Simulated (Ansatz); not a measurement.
# GaBH (quartet): the correlation ladder, cc-pVDZ

The task here is to estimate one member of a computed series from the others.

The runs use Ansatz 0.2.0, Gaussian basis; cc-pVDZ, core rule «outside noble gas», up to 15 orbitals frozen.

Plan: UHF; CCSD(T) on ROHF; CCSD(T) on UHF; BCCD(T) on ROHF; CISD; CCSDT(Q) on ROHF; CCSDT(Q) on UHF; CASSCF and MRCISD+Q, 7 electrons in 9 orbitals; CASSCF and NEVPT2, 7 electrons in 9 orbitals.

33 further runs of the same task are left out: 2 for a known fault of the program, 19 that didn't finish, 12 set aside as unsound or not needed.

**What is computed**

The geometry is a PBE0/def2-TZVP stationary point (not a proven minimum) of the parent state, kept for this charge and spin. No spin-orbit coupling is included. The filled d shell of Ga may be among the frozen orbitals whatever the setting's name suggests; the logs give the count.

3 atoms, charge 0, spin multiplicity 4.

Atoms are counted from 1 here; the program's logs count them from 0.

Bond lengths: B1–Ga2 2.185 Å, B1–H3 1.201 Å. Angles: Ga2–B1–H3 177.0°.

Set-up of the first run:

The input, in.yaml:

```yaml
crystal:
  periodic: [false, false, false]
  atoms:
    - {symbol: B, position_ang: [0.000000, -0.022646, 0.328403]}
    - {symbol: Ga, position_ang: [0.000000, -0.009056, -1.856331]}
    - {symbol: H, position_ang: [0.000000, 0.031702, 1.527927]}
basis:
  gaussian: {orbitals: cc-pVDZ}
magnetization: {spin_polarized: true, initial_magnetization: 3}
hamiltonian: {xc: hf}
output: {orbitals: {seedname: orbitals}}
```

Launch:

```sh
ansatz run in.yaml --threads 1 --pin off --events-out ev --progress --plain --max-ram 2393MiB
```

Steps of the session up to this table: UHF; CCSD(T) on ROHF; CCSD(T) on UHF; BCCD(T) on ROHF; CISD; CCSDT(Q) on ROHF; CCSDT(Q) on UHF; CASSCF and MRCISD+Q, 7 electrons in 9 orbitals; CASSCF and NEVPT2, 7 electrons in 9 orbitals.

One table of the session follows, with a row left open; its other results are not shown here.

```
          method  from UCCSDT(Q) (kcal/mol)
            ROHF                     +90.73
             UHF                     +85.60
            RMP2                          ?
            UMP2                     +22.96
            CISD                      +8.63
           RCCSD                      +5.37
           UCCSD                      +4.88
        RCCSD(T)                      +1.59
        UCCSD(T)                      +1.31
         BCCD(T)                      +1.61
          RCCSDT                      +0.59
          UCCSDT                      +0.31
       RCCSDT(Q)                      +0.27
       UCCSDT(Q)                          0
  CASSCF valence                     +43.18
  NEVPT2 valence                     +11.67
  MRCISD valence                      +2.13
MRCISD+Q valence                      +0.27
```

**Question.** Estimate the row for RMP2.

**Answer.** from UCCSDT(Q) (kcal/mol): +20.78. In the column «from UCCSDT(Q) (kcal/mol)» it lies between NEVPT2 valence (+11.67) and UMP2 (+22.96).

Among the levels timed on like hardware and quicker than the yardstick, those that no quicker one beats, quickest first: CISD (8 s, +8.63 kcal/mol); UCCSD(T) (16 s, +1.31 kcal/mol); MRCISD+Q valence (17 s, +0.27 kcal/mol).

Caveats from the session: Of the multireference levels listed MRCISD+Q valence comes nearest in total energy (+0.27 kcal/mol), which doesn't show that its space is the better one. Restricted and unrestricted rows rest on different reference determinants; where their highest levels disagree by more than a few hundredths of an eV, they describe different states and don't form one ladder.
